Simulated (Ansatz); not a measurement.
# Nickel, omega (AlB2-type) under BLYP: from relaxation to bulk modulus

Aim: take nickel in the omega (AlB2-type) structure, relax it, solve it on a dense k-mesh, then scale the cell to 7 volumes from 88 to 112 % of the relaxed one and try a fit of the equation of state. The start is ferromagnetic. The k-meshes are 9×9×13 for the relaxation; 12×12×17 for the dense run; 10×10×14 for the volumes.

Computed with Ansatz 0.2.0 (DFT BLYP, plane waves (420 eV) with PAW, scalar-relativistic; PAW files made under PBE, frozen cores solved again for the functional, unless a step says otherwise).

### 1 The structure to begin with

The structure is hexagonal, space group P6/mmm (No. 191). The conventional cell has a = 3.954 Å, b = 3.954 Å, c = 2.424 Å, α = 90.00°, β = 90.00°, γ = 120.00°. Ni (site symmetry 6/mmm) has 14 Ni at 2.42 to 2.58 Å as nearest neighbours. Around Ni (site symmetry -6m2) lie 11 Ni at 2.28 to 2.58 Å.

Coordinates:

```xyz
3
Lattice="3.9541 0.0000 0.0000 -1.9770 3.4243 0.0000 0.0000 0.0000 2.4238" Properties=species:S:1:pos:R:3 pbc="T T T"
Ni    0.0000    0.0000    0.0000
Ni    0.0000    2.2829    1.2119
Ni    1.9770    1.1414    1.2119
```

The atoms start with moments of +0.8 ×3 μB.

### 2 Geometry optimisation

File input.yaml:

```yaml
crystal:
  lattice:
    - [3.9540713024, 0.0, 0.0]
    - [-1.9770356512, 3.4243261962, 0.0]
    - [0.0, 0.0, 2.4238457083]
  atoms:
    - { symbol: Ni, position: [0.0, 0.0, 0.0], spin: 0.8 }
    - { symbol: Ni, position: [0.3333333333, 0.6666666667, 0.5], spin: 0.8 }
    - { symbol: Ni, position: [0.6666666667, 0.3333333333, 0.5], spin: 0.8 }
hamiltonian:
  xc: blyp
  pseudopotentials:
    kind: paw
    azcp:
      Ni: "pseudopotentials/Ni.paw.azcp"
basis:
  ecutwfc: 420
  fft_grid_basis: typed
kpoints:
  mp_grid: { grid: [9, 9, 13], shift: [0, 0, 0] }
magnetization:
  spin_polarized: true
scf:
  occupations: { method: fermi_dirac, width: 0.05 }
relax:
  max_steps: 60
  f_tol: 0.01
  cell: {}
```

Run with:

```
ansatz run input.yaml --threads 2 --pin off --max-ram 5120MiB --backend cpu --events-out ev --progress --plain --runs-dir out
```

Further steps of the session: Dense single point; Volume × 0.88; Volume × 0.92; Volume × 0.96; Volume × 1.0; Volume × 1.04; Volume × 1.08; Volume × 1.12.

**Question.** What will these runs give? Wanted: space group; conventional cell; volume; shortest distance; gap on the mesh; magnetic state; relative to fcc, ferromagnetic; V₀, B₀, B₀′.

**Answer**, as computed:

| quantity | value |
| --- | --- |
| space group (spins left aside) | P6/mmm (No. 191) |
| conventional cell | a = 4.057 Å, c = 2.460 Å (c/a = 0.606) |
| volume | 11.689 Å³/atom |
| shortest distance | 2.342 Å |
| gap on the mesh | none (levels filled in part) |
| magnetic state | ferromagnetic, up to 0.68 μB per atom |
| relative to fcc, ferromagnetic | +109 meV/atom |
| V₀, B₀, B₀′ | 11.672 Å³/atom, 162 GPa, 5.0 |

In words: The relaxation enlarged the cell by 6.9 % in volume. Against the reference form of nickel (fcc, ferromagnetic, computed apart with the same settings) it stands 109 meV/atom higher. It ends ferromagnetic, with up to 0.68 μB per atom. No gap shows: it is a metal or semimetal at this level. The fitted modulus is 162 GPa; letting shape and positions relax at each volume could only lower it. The symmetry was held, so the structure may be unstable against distortions that break it.
